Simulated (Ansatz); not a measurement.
The system is TePt.

```
Pt Te
1.0
     0.00000    3.24504    3.24504
     3.24504    0.00000    3.24504
     3.24504    3.24504    0.00000
Pt Te
1 1
Direct
  0.00000 0.00000 0.00000
  0.25000 0.25000 0.25000
```

Measurements of this composition are mostly on another form, of space group No. 166.

| Item | Value |
| --- | --- |
| Program | Ansatz 0.2.0 |
| Task | relaxation of cell and atoms |
| Functional | HSE03 |
| Potentials or basis | Ansatz PAW |
| Cutoff | 420 eV (not typed: the program's choice for these potentials) |
| k mesh | 4 × 4 × 4 |
| Occupations | fermi-dirac, width 0.05 eV |
| Spin | no spin polarisation |

At the start: volume 34.17 Å³/atom.

Q: How do energy, volume and symmetry change on relaxing?

A: It ends after 7 steps and the volume is 26.53 Å³/atom (-22.4 %); space group F-43m (No. 216, to 0.05 Å).

Step by step:
```tsv
step	energy change (eV)	largest force (eV/Å)	volume (Å³)
1	0.0000	0.0000	68.34
2	-0.6032	0.0000	58.83
3	-0.6997	0.0000	50.24
4	-0.7459	0.0000	53.87
5	-0.7496	0.0000	53.16
6	-0.7497	0.0000	53.06
7	-0.7465	0.0000	53.06
```

Final structure:
```
Pt Te
1.0
     0.00000    2.98244    2.98244
     2.98244    0.00000    2.98244
     2.98244    2.98244    0.00000
Pt Te
1 1
Cartesian
  0.0000 0.0000 0.0000
  1.4912 1.4912 1.4912
```

Caveat: the k mesh is coarse (spacing up to 0.42 Å⁻¹), so the values aren't converged, least of all with exact exchange; the volume moved by over 15 % at a fixed basis, so the end points are rough; the plane-wave basis is chosen anew once the cell has moved, so the energies of steps on either side of that aren't comparable; the PAW data sets come from PBE, with cores solved anew for the run's functional, which leaves a small shift of forces and pressure.
